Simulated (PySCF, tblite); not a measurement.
# C6H6BCl3: geometry, infrared bands and NMR shifts

What infrared bands and NMR shifts should C6H6BCl3 (`C#CB/C=C\CC(Cl)(Cl)Cl`) show?

Programs: tblite 0.8.0 and PySCF 2.14.0, with density-fitted response routines of our own. Each step states its level of theory. These are calculated values for one molecule in the gas phase, unless marked as measured. Atoms count from 0, in the outputs and in this text.

### Step 1. The starting structure

16 atoms, charge 0, multiplicity 1; geometry from: force field or distance geometry start.

Bonds of the start (Å): C0–C1 1.22, C1–B2 1.52, B2–C3 1.57, C3–C4 1.35, C4–C5 1.52, C5–C6 1.54, C6–Cl7 1.77, C6–Cl8 1.79, C6–Cl9 1.78, C0–H10 1.05, B2–H11 1.19, C3–H12 1.10, C4–H13 1.08, C5–H14 1.10, C5–H15 1.10.

### Step 2. Optimising the geometry with GFN2-xTB

What the job is given:

```
{"job": {"kind": "relax", "xc": "GFN2-xTB", "basis": "xTB"}, "charge": 0, "multiplicity": 1}
C      4.080400     1.100200    -0.461800
C      2.924900     0.723300    -0.497400
B      1.485300     0.226100    -0.517700
C      0.829400    -0.374200     0.771200
C     -0.428500    -0.851500     0.895500
C     -1.462800    -0.870200    -0.222500
C     -2.454900     0.299500    -0.127300
Cl    -3.634600     0.167400    -1.443100
Cl    -3.341800     0.247200     1.424100
Cl    -1.641400     1.873800    -0.268900
H      5.071500     1.438700    -0.439100
H      0.851400     0.383100    -1.510200
H      1.459900    -0.424400     1.669700
H     -0.735700    -1.229800     1.854200
H     -2.025000    -1.814900    -0.133200
H     -0.985600    -0.885500    -1.209400
```

Started as:

```
$ OMP_NUM_THREADS=1 python probes_run.py task.json out
```

This one command runs all jobs of the session in turn.

**Question.** This job is followed by: GFN2-xTB harmonic vibrations, gas phase; GIAO PBE0/pcSseg-1 NMR shielding, non-relativistic, gas phase. Predict these results of the whole session: strongest single infrared mode (GFN2-xTB); zero-point energy (GFN2-xTB); 13C shifts against TMS (PBE0/pcSseg-1); 1H shifts against TMS (PBE0/pcSseg-1, means over atoms taken as alike); 11B shifts against BF3·OEt2 (PBE0/pcSseg-1); 35Cl shifts against HCl (PBE0/pcSseg-1, means over atoms taken as alike).

As calculated:

| quantity | value |
| --- | --- |
| strongest single infrared mode (GFN2-xTB) | 857 cm⁻¹, 146 km/mol |
| zero-point energy (GFN2-xTB) | 62.6 kcal/mol |
| 13C shifts against TMS (PBE0/pcSseg-1) | 155.4, 139.8, 127.4, 109.7, 94.8, 54.3 ppm |
| 1H shifts against TMS (PBE0/pcSseg-1, means over atoms taken as alike) | 7.09, 6.57, 4.88, 3.12, 2.83 ppm |
| 11B shifts against BF3·OEt2 (PBE0/pcSseg-1) | 14.2 ppm |
| 35Cl shifts against HCl (PBE0/pcSseg-1, means over atoms taken as alike) | 471 ppm |

**Reading.** The optimisation took 177 steps and gained 0.178 eV; among the close pairs (by a distance rule), C3–C4 changed most, from 1.351 to 1.328 Å. No mode is imaginary among the 42: a minimum at this level. The strongest single mode, at 857 cm⁻¹, moves mainly H11. GFN2-xTB is a fitted tight-binding method: band positions and strengths are rough. Its intensities can rank the bands wrongly. C6 stands next to heavy halogen, whose spin-orbit shielding this run leaves out, so the computed shift lies too far downfield, most of all for carbon beside Br or I. At PBE0/pcSseg-1: The largest span, 787 ppm, is at Cl7, Cl8, Cl9, where the paramagnetic term is -667 ppm.
